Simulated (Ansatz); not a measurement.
**C2H7Ga (SMILES [CH3][GaH][CH3]): wB97M-V/def2-SVP**

What is the electronic atomisation energy of C2H7Ga at wB97M-V/def2-SVP? 

Program for the calculation: Ansatz 0.2.0.

47 further runs of the same task are left out: 1 that didn't finish, 46 set aside as unsound or not needed.

**1. The structure to begin with**

The species is C2H7Ga (10 atoms), meant as a singlet with charge 0. SMILES: `[CH3][GaH][CH3]`. Geometry: relaxed at PBE0-D4/def2-TZVP.

Bond lengths: C1–Ga2 1.971 Å, Ga2–C3 1.971 Å, C1–H4 1.096 Å, C1–H5 1.091 Å, C1–H6 1.092 Å, Ga2–H7 1.579 Å, C3–H8 1.096 Å, C3–H9 1.091 Å, C3–H10 1.092 Å. Some angles: C1–Ga2–C3 120.1°, C1–Ga2–H7 120.0°, C3–Ga2–H7 119.9°, Ga2–C1–H4 109.0°, Ga2–C1–H5 112.5°, Ga2–C1–H6 111.5°, Ga2–C3–H8 109.0°, Ga2–C3–H9 112.5°, Ga2–C3–H10 111.5°, H4–C1–H5 107.5°.

**2. The energy at wB97M-V/def2-SVP**

Contents of run.yaml:

```yaml
crystal:
  periodic: [false, false, false]
  atoms:
    - symbol: C
      position_ang: [-1.063400, 1.142800, -0.711800]
    - symbol: Ga
      position_ang: [0.649000, 0.266100, -0.281300]
    - symbol: C
      position_ang: [0.681500, -1.321500, 0.886900]
    - symbol: H
      position_ang: [-1.533700, 0.614200, -1.548200]
    - symbol: H
      position_ang: [-0.935400, 2.183800, -1.011500]
    - symbol: H
      position_ang: [-1.759700, 1.095200, 0.128600]
    - symbol: H
      position_ang: [1.997300, 0.836500, -0.872600]
    - symbol: H
      position_ang: [0.687700, -0.994000, 1.932300]
    - symbol: H
      position_ang: [1.569300, -1.935900, 0.730500]
    - symbol: H
      position_ang: [-0.209600, -1.938300, 0.750100]
basis:
  gaussian:
    orbitals: def2-SVP
output:
  orbitals: {seedname: orbitals}
accuracy: high
hamiltonian:
  xc: {name: wB97M-V}
total_charge: 0
```

Started as:

```console
$ ansatz run run.yaml --threads 1 --pin off --max-ram 3480MiB --events-out events.jsonl --progress --plain --runs-dir runs
```

What it wrote:

```text
Warning: RAYON_NUM_THREADS=1 ignored (pool sized by the plan → 1); use --threads N
Functional definition: wB97M-V
  name "wB97M-V"
  parameter omega = 0.3/bohr
  parameter cx = 0.15
  parameter cx01 = 1.007
  parameter cx10 = 0.259
  parameter css00 = 0.443
  parameter css04 = -1.437
  parameter css10 = -4.535
  parameter css20 = -3.390
  parameter css43 = 4.278
  parameter cos00 = 1.000
  parameter cos10 = 1.358
  parameter cos20 = 2.924
  parameter cos21 = -8.812
  parameter cos60 = -1.390
  parameter cos61 = 9.142
  parameter b = 6.0
  parameter c = 0.01
  gx(w, u) = 1 - cx + cx01*u + cx10*w
  gss(w, u) = css00 + css04*u^4 + css10*w + css20*w^2 + css43*w^4*u^3
  gos(w, u) = cos00 + cos10*w + (cos20 + cos21*u)*w^2 + (cos60 + cos61*u)*w^6
  exchange = spin_sum(e_x_unif_sr(omega)*gx(b97_w, b97_u_x)) + cx*exact_x_sr(omega) + exact_x_lr(omega)
  correlation = spin_sum(e_c_pw_mod_same_spin*gss(b97_w, b97_u_same))
      + integral(e_c_pw_mod_opposite_spin*gos(b97_w_opposite, b97_u_opposite)) + vv10(b, c)
2192 factors; integrals over basis functions are off by at most 7.9e-9 eV
397 factors; integrals over basis functions are off by at most 2.2e-9 eV
mean field evaluation 1: about -54548.0535 eV, gradient 4.8e1 eV
mean field evaluation 2: about -54549.9657 eV, gradient 3.9e1 eV
mean field evaluation 4: about -54553.1155 eV, gradient 1.3e0 eV
mean field evaluation 8: about -54553.2028 eV, gradient 1.4e-2 eV
mean field evaluation 16: about -54553.2028 eV, gradient 2.1e-5 eV
mean field -54553.20277654 eV, -2004.7932245489 hartree, gradient 8.9e-8 eV, S^2 0.000000; 0 other end points of the search recorded, 0 dependent functions left out
reference -54553.20278151 eV, -2004.7932247315 hartree; 25, 25 occupied and 70, 70 virtual orbitals, 2192 factors
Total energy: -54553.20278151 eV, -2004.7932247315 hartree
```

Run time: 81 s. Hardware: 1 thread of Arm Neoverse V1, shared host; peak memory 0.64 GiB.

**3. The C atom at the same level**

Contents of run.yaml:

```yaml
crystal:
  periodic: [false, false, false]
  atoms:
    - {symbol: C, position_ang: [0.000000, 0.000000, 0.000000]}
basis:
  gaussian: {orbitals: def2-SVP}
magnetization: {spin_polarized: true, initial_magnetization: 2}
hamiltonian: {xc: {name: wB97M-V}}
accuracy: high
```

Started as:

```console
$ ansatz run run.yaml --threads 1 --pin off --max-ram 3480MiB --events-out events.jsonl --progress --plain --runs-dir runs
```

What it wrote, cut to the lines that bear on the results:

```text
Warning: RAYON_NUM_THREADS=1 ignored (pool sized by the plan → 1); use --threads N
Functional definition: wB97M-V
  name "wB97M-V"
[...]
  gx(w, u) = 1 - cx + cx01*u + cx10*w
  gss(w, u) = css00 + css04*u^4 + css10*w + css20*w^2 + css43*w^4*u^3
  gos(w, u) = cos00 + cos10*w + (cos20 + cos21*u)*w^2 + (cos60 + cos61*u)*w^6
[...]
      + integral(e_c_pw_mod_opposite_spin*gos(b97_w_opposite, b97_u_opposite)) + vv10(b, c)
95 factors; integrals over basis functions are off by at most 1.9e-9 eV
55 factors; integrals over basis functions are off by at most 1.8e-9 eV
[...]
mean field -1028.57619483 eV, -37.7994779659 hartree, gradient 9.4e-8 eV, S^2 2.001813; 0 other end points of the search recorded, 0 dependent functions left out
reference -1028.57619676 eV, -37.7994780371 hartree; 4, 2 occupied and 10, 12 virtual orbitals, 95 factors
Total energy: -1028.57619676 eV, -37.7994780371 hartree
```

Run time: 2.2 s. Hardware: 1 thread of Arm Neoverse V1, shared host; peak memory 0.15 GiB.

**4. The Ga atom, same level**

Contents of input.yaml:

```yaml
basis:
  gaussian:
    orbitals: def2-SVP
crystal:
  periodic: [false, false, false]
  atoms:
    - {symbol: Ga, position_ang: [0.000000, 0.000000, 0.000000]}
magnetization:
  spin_polarized: true
  initial_magnetization: 1
hamiltonian:
  xc: {name: wB97M-V}
accuracy: high
```

Started as:

```console
$ ansatz run input.yaml --threads 1 --pin off --max-ram 3480MiB --events-out events.jsonl --progress --plain --runs-dir runs
```

What it wrote, cut to the lines that bear on the results:

```text
Warning: RAYON_NUM_THREADS=1 ignored (pool sized by the plan → 1); use --threads N
Functional definition: wB97M-V
  name "wB97M-V"
[...]
  gx(w, u) = 1 - cx + cx01*u + cx10*w
  gss(w, u) = css00 + css04*u^4 + css10*w + css20*w^2 + css43*w^4*u^3
  gos(w, u) = cos00 + cos10*w + (cos20 + cos21*u)*w^2 + (cos60 + cos61*u)*w^6
[...]
      + integral(e_c_pw_mod_opposite_spin*gos(b97_w_opposite, b97_u_opposite)) + vv10(b, c)
315 factors; integrals over basis functions are off by at most 3.9e-9 eV
94 factors; integrals over basis functions are off by at most 9.3e-10 eV
[...]
mean field -52367.20927492 eV, -1924.4594450841 hartree, gradient 1.8e-8 eV, S^2 0.752106; 0 other end points of the search recorded, 0 dependent functions left out
reference -52367.20927695 eV, -1924.4594451584 hartree; 16, 15 occupied and 16, 17 virtual orbitals, 315 factors
Total energy: -52367.20927695 eV, -1924.4594451584 hartree
```

It took 11 s on 1 thread of Arm Neoverse V1, shared host; peak memory 0.29 GiB.

**5. The H atom at the same level**

Contents of job.yaml:

```yaml
crystal:
  periodic: [false, false, false]
  atoms:
    - {symbol: H, position_ang: [0.000000, 0.000000, 0.000000]}
basis:
  gaussian:
    orbitals: def2-SVP
magnetization:
  spin_polarized: true
  initial_magnetization: 1
hamiltonian:
  xc: {name: wB97M-V}
accuracy: high
```

Run the same way, it converges to -0.49171 Eh (log not shown).

**6. Results**

Level: wB97M-V/def2-SVP.

| quantity | value |
| --- | --- |
| molecule: total energy | -2004.79322 Eh |
| molecule: HOMO energy | -9.84 eV |
| molecule: LUMO energy | 0.79 eV |
| molecule: HOMO–LUMO gap | 10.62 eV |
| C atom: total energy | -37.79948 Eh |
| C atom: ⟨S²⟩ | 2.002 |
| Ga atom: total energy | -1924.45945 Eh |
| Ga atom: ⟨S²⟩ | 0.752 |
| H atom: total energy | -0.49171 Eh |
| H atom: ⟨S²⟩ | 0.750 |
| electronic atomisation energy | 35.180 eV |

Taking the molecule apart into free atoms costs 35.18 eV (811 kcal/mol), before zero-point energy and without spin-orbit coupling.
